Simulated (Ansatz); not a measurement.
# Sb: response to strain

Aim: deform Sb (equal xx and yy strain of +2 %) and compute stress, forces and field gradients with LAPW, PAW and all-electron datasets made for the crystal.

Program: Ansatz 0.2.0. Level of theory: DFT LDA, scalar-relativistic. These are calculated values, not measurements.

## (1) The starting structure

The structure is trigonal, space group R-3m (No. 166). Conventional cell: a = 4.301 Å, b = 4.301 Å, c = 11.232 Å, α = 90.00°, β = 90.00°, γ = 120.00°. Around Sb (site symmetry 3m) lie 3 Sb at 2.90 Å.

Structure file:

```
CELL_PARAMETERS angstrom
2.15060 1.24165 3.74400
-2.15060 1.24165 3.74400
0.00000 -2.48330 3.74400
ATOMIC_POSITIONS crystal
Sb 0.23364 0.23364 0.23364
Sb 0.76636 0.76636 0.76636
```

Atoms are numbered in the order of the input: Sb1, Sb2.

## (2) The deformed structure

Space group R-3m before, R-3m after.

## (3) All-electron LAPW

The input, input.yaml:

```yaml
crystal:
  lattice:
    - [2.1936123386, 1.2664826742, 3.744]
    - [-2.1936123386, 1.2664826742, 3.744]
    - [0.0, -2.5329653483, 3.744]
  atoms:
    - { symbol: Sb, position: [0.23364, 0.23364, 0.23364] }
    - { symbol: Sb, position: [0.76636, 0.76636, 0.76636] }
kpoints:
  mp_grid: { grid: [12, 12, 12] }
  band_path:
    path:
      - [0.0, 0.0, 0.0]
      - [0.5, 0.5, 0.5]
      - [0.7570489629, 0.2429510371, 0.5]
      - [0.5, -0.2429510371, 0.2429510371]
      - [0.5, 0.0, 0.0]
      - [0.0, 0.0, 0.0]
      - [0.3714755186, -0.3714755186, 0.0]
      - [0.6285244814, 0.0, 0.3714755186]
      - [0.5, 0.0, 0.5]
    npoints: 5
scf:
  occupations: { method: fermi_dirac, width: 0.03 }
hamiltonian:
  xc: lda
  pseudopotentials: { kind: all_electron, lapw: { basis_error: 0.0005 } }
output:
  forces: true
  stress: true
  eigenvalues: true
```

Run with:

```console
$ ansatz run input.yaml --threads 1 --pin off --max-ram 3072MiB --backend cpu --events-out ev --progress --plain --runs-dir out
```

## (4) Frozen-core PAW

The input, input.yaml:

```yaml
crystal:
  lattice:
    - [2.1936123386, 1.2664826742, 3.744]
    - [-2.1936123386, 1.2664826742, 3.744]
    - [0.0, -2.5329653483, 3.744]
  atoms:
    - { symbol: Sb, position: [0.23364, 0.23364, 0.23364] }
    - { symbol: Sb, position: [0.76636, 0.76636, 0.76636] }
kpoints:
  mp_grid: { grid: [12, 12, 12] }
scf:
  occupations: { method: fermi_dirac, width: 0.03 }
hamiltonian:
  xc: lda
  pseudopotentials: { kind: paw }
output:
  forces: true
  stress: true
  eigenvalues: true
  efg: { contact_densities: true }
```

## (5) All-electron PAW on datasets made for the crystal

input.yaml, as its differences from that of step 4:

```diff
@@ -14,3 +14,3 @@
   xc: lda
-  pseudopotentials: { kind: paw }
+  pseudopotentials: { kind: all_electron, datasets: crystal }
 output:
```

(Steps that only read results are left out.)

Before running it: what results should come out? Wanted: pressure; largest shear or deviatoric stress.

The runs gave:

| quantity | value |
| --- | --- |
| pressure | LAPW -3.02, PAW -3.04, crystal datasets -3.02 GPa |
| largest shear or deviatoric stress (LAPW) | 0.60 GPa |

What this shows: The largest part of the stress beyond the pressure is 0.60 GPa in size, in the zz component; the atoms are carried along and not relaxed. No run of the undeformed cell stands beside it, so the pressure holds what the given cell had before the change. PAW: stress within 0.03 GPa of LAPW, forces within 2 meV/Å. Crystal datasets: stress within 0.01 GPa of LAPW, forces within 1 meV/Å. Spin-orbit coupling is left out, though the cell holds Sb; in elements this heavy it can shift bands and gaps by tenths of an eV.
